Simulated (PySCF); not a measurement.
# C3H9As: NMR shieldings, part 2 of 2

PySCF 2.14.0. Atoms count from 0.

## 6. NMR shieldings: PBE0/pcSseg-1 As:us-x2c-TZVPall-2c in dichloromethane, spin–orbit

Job settings and geometry (Å):

```
{"job": {"xc": "PBE0", "basis": {"default": "pcSseg-1", "As": "us-x2c-TZVPall-2c"}, "rel": "so", "solvent": "dichloromethane", "kind": "hnmr"}, "charge": 0, "multiplicity": 1}
C     -0.422206     1.618592     0.391158
As    -0.210283    -0.212410     1.099820
C      1.593809    -0.527645     0.360460
C     -1.204436    -1.123404    -0.343173
H     -0.163395     1.655877    -0.665914
H      0.221478     2.309738     0.933409
H     -1.451671     1.953097     0.510917
H      1.632931    -0.254037    -0.692873
H      1.864585    -1.577945     0.459450
H      2.331472     0.062590     0.902410
H     -0.862168    -0.786031    -1.320347
H     -1.064417    -2.201388    -0.276580
H     -2.270087    -0.916549    -0.255057
```

Level: PBE0/pcSseg-1 As:us-x2c-TZVPall-2c GIAO NMR shielding, X2C with spin-orbit coupling, screened-nuclear two-electron part, Gaussian nuclei, IEF-PCM dichloromethane.

What it wrote:

```text
spin-free SCF
coarse grid: 45120 points
cycle   1  E = -2380.0829505924  dE = -5.210e-02  |g| = 4.808e-01  |ddm| = 3.170e+00
cycle   2  E = -2380.0658557581  dE =  1.709e-02  |g| = 5.450e-01  |ddm| = 7.770e-01
cycle   3  E = -2380.1306120777  dE = -6.476e-02  |g| = 3.315e-02  |ddm| = 3.962e-01
cycle   4  E = -2380.1308682994  dE = -2.562e-04  |g| = 1.387e-02  |ddm| = 5.508e-02
cycle   5  E = -2380.1309020899  dE = -3.379e-05  |g| = 4.754e-03  |ddm| = 1.666e-02
cycle   6  E = -2380.1309052726  dE = -3.183e-06  |g| = 4.228e-04  |ddm| = 3.717e-03
final grid: 95048 points
cycle   7  E = -2380.1308348342  dE = -1.159e-07  |g| = 3.746e-04  |ddm| = 1.870e-03
cycle   8  E = -2380.1308348297  dE =  4.536e-09  |g| = 4.893e-04  |ddm| = 8.339e-04
cycle   9  E = -2380.1308348701  dE = -4.042e-08  |g| = 4.507e-05  |ddm| = 3.656e-04
cycle  10  E = -2380.1308348706  dE = -4.611e-10  |g| = 4.845e-06  |ddm| = 6.004e-05
converged SCF energy = -2380.1308348706
two-component SCF
cycle   1  E = -2380.0860114737  dE = -2.380e+03  |FDS-SDF| = 6.318e+00
cycle   2  E = -2380.1817150627  dE = -9.570e-02  |FDS-SDF| = 7.577e-02
cycle   3  E = -2380.1817780051  dE = -6.294e-05  |FDS-SDF| = 1.968e-03
cycle   4  E = -2380.1817801353  dE = -2.130e-06  |FDS-SDF| = 7.824e-04
cycle   5  E = -2380.1817803112  dE = -1.759e-07  |FDS-SDF| = 4.486e-04
cycle   6  E = -2380.1817803624  dE = -5.125e-08  |FDS-SDF| = 6.142e-05
cycle   7  E = -2380.1817803646  dE = -2.172e-09  |FDS-SDF| = 1.829e-05
converged, E = -2380.1817803646

Field gradients (au) and densities at the nuclei (bohr^-3)
atom        Vxx        Vyy        Vzz        centre      nuclear mean
  0 C     -0.0389    -0.0513     0.0902        114.467        114.467
  1 As     1.3736     1.3743    -2.7479      31721.549      31702.209
  2 C     -0.0389    -0.0513     0.0902        114.467        114.467
  3 C     -0.0390    -0.0512     0.0902        114.467        114.467
  4 H     -0.1562    -0.1594     0.3156          0.380          0.380
  5 H     -0.1571    -0.1588     0.3159          0.380          0.380
  6 H     -0.1571    -0.1588     0.3159          0.380          0.380
  7 H     -0.1562    -0.1593     0.3155          0.380          0.380
  8 H     -0.1570    -0.1587     0.3157          0.380          0.380
  9 H     -0.1570    -0.1587     0.3157          0.380          0.380
 10 H     -0.1562    -0.1594     0.3155          0.380          0.380
 11 H     -0.1570    -0.1588     0.3159          0.380          0.380
 12 H     -0.1570    -0.1588     0.3158          0.380          0.380
without picture change
  1 As                          -2.8300                     47162.139

Core orbital energies (eV)
atom   shell        mean    spread
  1 As 1s       -11765.662   0.000
  1 As 2s        -1506.822   0.000
  1 As 3s         -197.943   0.000
  1 As 4s          -18.639   0.000
  1 As 2p1/2     -1344.599   0.000
  1 As 2p3/2     -1308.215   0.027
  1 As 3p1/2      -143.013   0.000
  1 As 3p3/2      -137.924   0.092
  1 As 3d3/2       -43.972   0.113
  1 As 3d5/2       -43.262   0.148

Shielding tensors (ppm)
atom      isotropic    diamagn.    paramagn.     s11        s22        s33       span
  0 C       173.24      249.72      -76.48     163.75     165.23     190.75      27.00
  1 As     1682.12     2763.22    -1081.10    1657.97    1694.07    1694.32      36.36
  2 C       173.24      249.72      -76.47     163.78     165.20     190.75      26.97
  3 C       173.26      249.74      -76.48     163.84     165.19     190.75      26.91
  4 H        30.75       31.51       -0.76      26.46      28.58      37.21      10.75
  5 H        30.48       29.82        0.65      25.71      27.20      38.52      12.82
  6 H        30.48       29.85        0.63      25.71      27.20      38.52      12.81
  7 H        30.75       31.51       -0.76      26.45      28.58      37.21      10.76
  8 H        30.47       29.85        0.63      25.70      27.20      38.52      12.82
  9 H        30.47       29.82        0.66      25.71      27.20      38.52      12.81
 10 H        30.75       31.53       -0.79      26.45      28.58      37.21      10.76
 11 H        30.48       29.87        0.60      25.71      27.20      38.52      12.82
 12 H        30.48       29.87        0.60      25.71      27.20      38.52      12.81
```

It took 54 s on 1 thread of Arm Neoverse V2, shared host; peak memory 1.3 GiB.

From this job:

```tsv
quantity	value
energy from spin-orbit coupling	-0.0509 Eh
```

## 7. NMR shieldings: PBE0/pcSseg-1 As:us-x2c-TZVPall-2c in dichloromethane, spin-free

The job, as its differences from that of step 6:

```diff
@@ -1,2 +1,2 @@
-{"job": {"xc": "PBE0", "basis": {"default": "pcSseg-1", "As": "us-x2c-TZVPall-2c"}, "rel": "so", "solvent": "dichloromethane", "kind": "hnmr"}, "charge": 0, "multiplicity": 1}
+{"job": {"xc": "PBE0", "basis": {"default": "pcSseg-1", "As": "us-x2c-TZVPall-2c"}, "rel": "sf", "solvent": "dichloromethane", "kind": "hnmr"}, "charge": 0, "multiplicity": 1}
 C     -0.422206     1.618592     0.391158
```

With the program's defaults for keys left out, this is: PBE0/pcSseg-1 As:us-x2c-TZVPall-2c GIAO NMR shielding, spin-free X2C, Gaussian nuclei, IEF-PCM dichloromethane.

What it wrote:

```text
spin-free SCF
coarse grid: 45120 points
cycle   1  E = -2380.0829505924  dE = -5.210e-02  |g| = 4.808e-01  |ddm| = 3.170e+00
cycle   2  E = -2380.0658557581  dE =  1.709e-02  |g| = 5.450e-01  |ddm| = 7.770e-01
cycle   3  E = -2380.1306120777  dE = -6.476e-02  |g| = 3.315e-02  |ddm| = 3.962e-01
cycle   4  E = -2380.1308682994  dE = -2.562e-04  |g| = 1.387e-02  |ddm| = 5.508e-02
cycle   5  E = -2380.1309020899  dE = -3.379e-05  |g| = 4.754e-03  |ddm| = 1.666e-02
cycle   6  E = -2380.1309052726  dE = -3.183e-06  |g| = 4.228e-04  |ddm| = 3.717e-03
final grid: 95048 points
cycle   7  E = -2380.1308348342  dE = -1.159e-07  |g| = 3.746e-04  |ddm| = 1.870e-03
cycle   8  E = -2380.1308348297  dE =  4.536e-09  |g| = 4.893e-04  |ddm| = 8.339e-04
cycle   9  E = -2380.1308348701  dE = -4.042e-08  |g| = 4.507e-05  |ddm| = 3.656e-04
cycle  10  E = -2380.1308348706  dE = -4.611e-10  |g| = 4.845e-06  |ddm| = 6.004e-05
converged SCF energy = -2380.1308348706
check of the scalar solution
cycle   1  E = -2380.1308348706  dE = -2.380e+03  |FDS-SDF| = 4.845e-06
cycle   2  E = -2380.1308348706  dE = -1.364e-11  |FDS-SDF| = 4.010e-06
converged, E = -2380.1308348706

Field gradients (au) and densities at the nuclei (bohr^-3)
atom        Vxx        Vyy        Vzz        centre      nuclear mean
  0 C     -0.0389    -0.0513     0.0901        114.467        114.467
  1 As     1.3730     1.3737    -2.7467      31719.832      31700.492
  2 C     -0.0389    -0.0513     0.0902        114.467        114.467
  3 C     -0.0389    -0.0512     0.0901        114.467        114.467
  4 H     -0.1562    -0.1594     0.3156          0.380          0.380
  5 H     -0.1571    -0.1588     0.3159          0.380          0.380
  6 H     -0.1571    -0.1588     0.3159          0.380          0.380
  7 H     -0.1562    -0.1593     0.3155          0.380          0.380
  8 H     -0.1570    -0.1587     0.3157          0.380          0.380
  9 H     -0.1570    -0.1587     0.3157          0.380          0.380
 10 H     -0.1562    -0.1594     0.3155          0.380          0.380
 11 H     -0.1570    -0.1588     0.3159          0.380          0.380
 12 H     -0.1570    -0.1588     0.3158          0.380          0.380
without picture change
  1 As                          -2.8287                     47162.501

Core orbital energies (eV)
atom   shell        mean    spread
  1 As 1s       -11765.817   0.000
  1 As 2s        -1506.852   0.000
  1 As 3s         -197.947   0.000
  1 As 4s          -18.640   0.000
  1 As 2p        -1320.176   0.040
  1 As 3p         -139.597   0.135
  1 As 3d          -43.547   0.170

Shielding tensors (ppm)
atom      isotropic    diamagn.    paramagn.     s11        s22        s33       span
  0 C       168.93      249.44      -80.51     155.45     161.24     190.10      34.65
  1 As     1468.74     2888.43    -1419.70    1418.04    1493.94    1494.22      76.18
  2 C       168.92      249.43      -80.51     155.47     161.21     190.10      34.63
  3 C       168.94      249.45      -80.51     155.53     161.19     190.10      34.57
  4 H        30.91       31.51       -0.60      26.68      28.83      37.21      10.53
  5 H        30.57       29.82        0.74      25.84      27.33      38.53      12.69
  6 H        30.57       29.85        0.72      25.84      27.33      38.53      12.69
  7 H        30.91       31.51       -0.60      26.68      28.83      37.21      10.53
  8 H        30.56       29.85        0.72      25.84      27.33      38.53      12.69
  9 H        30.56       29.82        0.75      25.84      27.33      38.53      12.69
 10 H        30.91       31.53       -0.63      26.67      28.83      37.21      10.54
 11 H        30.57       29.87        0.69      25.84      27.33      38.53      12.69
 12 H        30.57       29.87        0.70      25.84      27.33      38.53      12.69
```

It took 19 s on 1 thread of Arm Neoverse V2, shared host; peak memory 1.1 GiB.

## 8. Shieldings side by side

```tsv
run	As1	C2	C3	C0	H4	H7	H10	time
step 2, PBE0/pcSseg-1 As:us-x2c-TZVPall-2c, spin–orbit	1678.7	172.6	172.6	172.6	30.9	30.9	30.9	54 s
step 3, PBE0/pcSseg-1 As:us-x2c-TZVPall-2c, spin-free	1465.6	168.2	168.3	168.2	31.0	31.0	31.0	20 s
step 4, PBE0/pcSseg-1 As:us-x2c-TZVPall-2c in water, spin–orbit	1682.8	173.4	173.4	173.4	30.7	30.7	30.7	55 s
step 5, PBE0/pcSseg-1 As:us-x2c-TZVPall-2c in water, spin-free	1469.4	169.1	169.1	169.1	30.9	30.9	30.9	20 s
step 6, PBE0/pcSseg-1 As:us-x2c-TZVPall-2c in dichloromethane, spin–orbit	1682.1	173.2	173.3	173.2	30.8	30.7	30.7	54 s
step 7, PBE0/pcSseg-1 As:us-x2c-TZVPall-2c in dichloromethane, spin-free	1468.7	168.9	168.9	168.9	30.9	30.9	30.9	19 s
```

## 9. What came out

The summary covers parts 1 to 2.

| quantity | value |
| --- | --- |
| energy from spin-orbit coupling (step 2, PBE0/pcSseg-1 As:us-x2c-TZVPall-2c, spin–orbit) | -0.0509 Eh |
| shieldings (step 2, PBE0/pcSseg-1 As:us-x2c-TZVPall-2c, spin–orbit) | C0 172.6, As1 1678.7, C2 172.6, C3 172.6 ppm |
| shieldings (step 3, PBE0/pcSseg-1 As:us-x2c-TZVPall-2c, spin-free) | C0 168.2, As1 1465.6, C2 168.2, C3 168.3 ppm |
| energy from spin-orbit coupling (step 4, PBE0/pcSseg-1 As:us-x2c-TZVPall-2c in water, spin–orbit) | -0.0509 Eh |
| shieldings (step 4, PBE0/pcSseg-1 As:us-x2c-TZVPall-2c in water, spin–orbit) | C0 173.4, As1 1682.8, C2 173.4, C3 173.4 ppm |
| shieldings (step 5, PBE0/pcSseg-1 As:us-x2c-TZVPall-2c in water, spin-free) | C0 169.1, As1 1469.4, C2 169.1, C3 169.1 ppm |
| energy from spin-orbit coupling (step 6, PBE0/pcSseg-1 As:us-x2c-TZVPall-2c in dichloromethane, spin–orbit) | -0.0509 Eh |
| shieldings (step 6, PBE0/pcSseg-1 As:us-x2c-TZVPall-2c in dichloromethane, spin–orbit) | C0 173.2, As1 1682.1, C2 173.2, C3 173.3 ppm |
| shieldings (step 7, PBE0/pcSseg-1 As:us-x2c-TZVPall-2c in dichloromethane, spin-free) | C0 168.9, As1 1468.7, C2 168.9, C3 168.9 ppm |

What this shows: As1 moves most between the runs, by 217 ppm; the labels say what changes from run to run.
